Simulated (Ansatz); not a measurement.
A nudged elastic band was laid between two geometries of a periodic cell of 17 atoms, Si (host Si, host structure diamond, interstitial Si).

Level of theory: DFT PBE-D3(BJ), scalar-relativistic, plane waves, PAW in Ansatz 0.2.0. Settings: PAW set soft_1, cutoff 420 eV, k mesh 2x2x2, gaussian smearing 0.05 eV, no spin polarisation.

```yaml
movable_images: 3
climbing_image: yes
spring: 5.0 eV/Å²
optimiser: quadratic models (default)
start_path: IDPP
force_threshold: 0.03 eV/Å
iteration_limit: 66
end_points: relaxed
```

Image 0:

```xyz
17
Lattice="0.0000 5.4300 5.4300 5.4300 0.0000 5.4300 5.4300 5.4300 0.0000" Properties=species:S:1:pos:R:3
Si 0.033 0.001 -0.001
Si 1.353 1.362 1.362
Si 2.714 2.682 -0.001
Si 4.092 4.053 1.377
Si 2.715 0.000 2.682
Si 4.098 1.383 4.047
Si 5.428 2.717 2.708
Si 6.762 4.047 4.047
Si 0.000 2.715 2.716
Si 1.354 4.069 4.069
Si 2.714 5.431 2.748
Si 4.076 6.791 4.068
Si 2.716 2.748 5.430
Si 4.078 4.067 6.793
Si 5.397 5.429 5.430
Si 6.765 6.810 6.810
Si 8.142 5.432 5.423
```

Image 4:

Only the atoms that move by more than 0.05 Å are listed.
```
Si17 6.795 4.069 6.784
```

(1) Which bonds break or form, and what moves?

(2) Give the energies along the band, and the barrier.

(3) What is the geometry of the highest image?

Answers

(1) Contacts lost: Si6–Si17. Contacts made: Si9–Si17. The atom that moves furthest is Si17, by 2.35 Å; four of its nearest neighbours are Si8 2.39, Si6 2.39, Si16 2.39, Si4 2.39 Å at the first end and Si15 2.39, Si9 2.39, Si11 2.39, Si3 2.39 Å at the last.

(2) It converged. The highest image is number 2 of 0 to 4, 0.30 eV above the ends, which have the same energy within 2 meV. By the program's own check the climbing image is a first-order saddle point (lowest curvatures found: -0.24 and 0.62 eV/Å²). Limits of this set-up: coarse k mesh, a small cell, in which the defect meets its images.

| image | path coordinate (Å) | energy (eV) | Si6–Si17 (Å) | Si9–Si17 (Å) |
| --- | --- | --- | --- | --- |
| 0 | 0.00 | 0.00 | 2.39 | 4.69 |
| 1 | 0.75 | 0.20 | 2.53 | 4.03 |
| 2 | 1.50 | 0.30 | 3.16 | 3.16 |
| 3 | 2.24 | 0.20 | 4.02 | 2.53 |
| 4 | 2.99 | 0.00 | 4.70 | 2.39 |

(3) 
```xyz
17
Lattice="0.0000 5.4300 5.4300 5.4300 0.0000 5.4300 5.4300 5.4300 0.0000" Properties=species:S:1:pos:R:3
Si 0.021 -0.064 0.062
Si 1.422 1.336 1.293
Si 2.804 2.611 -0.089
Si 4.177 3.984 1.444
Si 2.653 -0.064 2.693
Si 3.863 1.146 4.282
Si 5.232 2.516 2.913
Si 6.701 3.984 3.968
Si 0.213 2.926 2.502
Si 1.422 4.136 4.092
Si 2.804 5.517 2.817
Si 4.273 6.987 3.871
Si 2.653 2.735 5.492
Si 4.053 4.136 6.723
Si 5.327 5.517 5.341
Si 6.701 6.890 6.874
Si 7.466 4.750 6.109
```

Time of the run: 61 min on 1 thread of Arm Neoverse N1, on a shared host, peak memory 0.78 GiB.
